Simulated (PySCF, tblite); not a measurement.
**C4H10BO2 radical: geometry, infrared bands and EPR parameters**

Wanted: the infrared bands and EPR parameters of C4H10BO2 radical (`[CH2]CCCB(O)O`), by calculation.

The runs use tblite 0.8.0 and PySCF 2.14.0, with density-fitted response routines of our own; the level of theory stands in each step. All values are computed, except where a source is named. Atoms count from 0, in the outputs and in this text.

### 1 The starting structure

17 atoms, charge 0, multiplicity 2; geometry from: force field or distance geometry start.

Bonds of the start (Å): C0–C1 1.52, C1–C2 1.50, C2–C3 1.50, C3–B4 1.59, B4–O5 1.47, B4–O6 1.48, C0–H7 1.12, C0–H8 1.13, C1–H9 1.14, C1–H10 1.10, C2–H11 1.12, C2–H12 1.14, C3–H13 1.11, C3–H14 1.11, O5–H15 1.01, O6–H16 1.00.

### 2 Optimising the geometry with GFN2-xTB

Job settings and geometry (Å):

```
{"job": {"kind": "relax", "xc": "GFN2-xTB", "basis": "xTB"}, "charge": 0, "multiplicity": 2}
C     -2.105400    -0.153700    -0.880700
C     -1.277800    -0.823900     0.200900
C     -0.480800     0.161800     1.000200
C      0.483100     1.006000     0.229300
B      1.600500     0.138000    -0.489800
O      1.761000    -1.302700    -0.241300
O      2.877300     0.856400    -0.729300
H     -2.642600    -1.008400    -1.368800
H     -2.932700     0.380300    -0.324000
H     -2.037300    -1.335200     0.876600
H     -0.697100    -1.613200    -0.297900
H     -0.037100    -0.372800     1.880900
H     -1.246800     0.878600     1.452100
H      1.042200     1.619300     0.969300
H     -0.023900     1.640900    -0.533300
H      2.691900    -1.485000     0.111900
H      3.018600     1.425600     0.082300
```

Command:

```
OMP_NUM_THREADS=1 python probes_run.py task.json out
```

The driver reads the jobs from task.json and runs them one after another.

**Question.** This job is followed by: GFN2-xTB harmonic vibrations, gas phase; UKS B3LYP, pcH-1 on B C H O, non-relativistic, mean-field spin-orbit, GIAO. What will the session give for the following? strongest single infrared mode (GFN2-xTB); zero-point energy (GFN2-xTB); g(iso) (B3LYP); ⟨S²⟩; largest a(iso) (averaged by class); surface potential, 1st and 99th percentile.

The runs gave:

```
                                 quantity                    value
strongest single infrared mode (GFN2-xTB)    1213 cm⁻¹, 278 km/mol
             zero-point energy (GFN2-xTB)            86.5 kcal/mol
                           g(iso) (B3LYP)                  2.00266
                                     ⟨S²⟩       0.754 (exact 0.75)
       largest a(iso) (averaged by class)  1H on H9, H10, 93.4 MHz
    surface potential, 1st and 99th percentile       -1.28 V and 2.29 V
```

What this shows: Over 143 steps the energy fell by 2.200 eV; of the close pairs, B4–O5 changed most, 1.471 to 1.348 Å. All 45 modes are real, so the xTB geometry is a minimum. The strongest single mode, at 1213 cm⁻¹, has its largest shares on B4, H13 and O6 (the list is cut at 3 atoms). Unscaled tight-binding wavenumbers are off by several per cent, some by more. Its intensities can rank the bands wrongly. C0 carries the largest spin population, 1.07 e. The isotropic g lies 0.3 ppt above the free-electron value.
